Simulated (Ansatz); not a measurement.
# OsI in Ansatz: convergence with k mesh

OsI:

```
Os I
1.0
     3.84047    0.00000    0.00000
     0.00000    3.84047    0.00000
     0.00000    0.00000    3.84047
Os I
1 1
Cartesian
  1.9202 1.9202 1.9202
  0.0000 0.0000 0.0000
```

The cell was built by a generator and needn't be a form met in nature.

- Program: Ansatz 0.2.0
- Task: convergence study
- Functional: PBE
- Potentials or basis: Ansatz PAW earlier set
- Cutoff: 700 eV
- Density cutoff: 2800 eV
- k mesh: 2 × 2 × 2
- Occupations: gaussian, width 0.1 eV
- Spin: no spin polarisation
- Hubbard terms: Os d U = 6.2 eV

These are the settings of the first run; the series varies k mesh, with any setting tied to it.

Hardware: 2 threads of Arm Neoverse V2 (shared host).

```
      k mesh  energy less the tightest run, at zero smearing (meV/atom)  pressure (GPa)  SCF cycles  CPU time (s)  peak memory (GiB)
   2 × 2 × 2                                                     426.73          -16.07          10             2               0.31
   3 × 3 × 3                                                     -93.94          -16.83          10           1.9                0.3
   4 × 4 × 4                                                      -2.76          -15.86          11             3               0.34
   5 × 5 × 5                                                      16.37          -16.11          11           3.1               0.34
   6 × 6 × 6                                                       6.15          -16.02          11           4.5               0.38
   8 × 8 × 8                                                       0.67          -15.88          10           6.7               0.43
10 × 10 × 10                                                      -1.24          -15.97          10           9.9               0.49
11 × 11 × 11                                                       0.00          -15.98          10            10               0.49
```

Against the tightest run, the pressure stays within 0.1 GPa from 10 × 10 × 10 on. Not settled before the last step: the energy (to 1 meV/atom). Meshes of other sizes hit other points, so gaps and Fermi surfaces needn't settle smoothly. The tightest run that finished is the yardstick and may itself not be fully converged.

Caveat, for the tightest run too: an odd number of electrons without spin polarisation forces a metal; a magnetic or distorted state may lie lower; U without spin polarisation on a metal has little footing. Spin-orbit coupling is left out, which matters for the levels of I, Os.
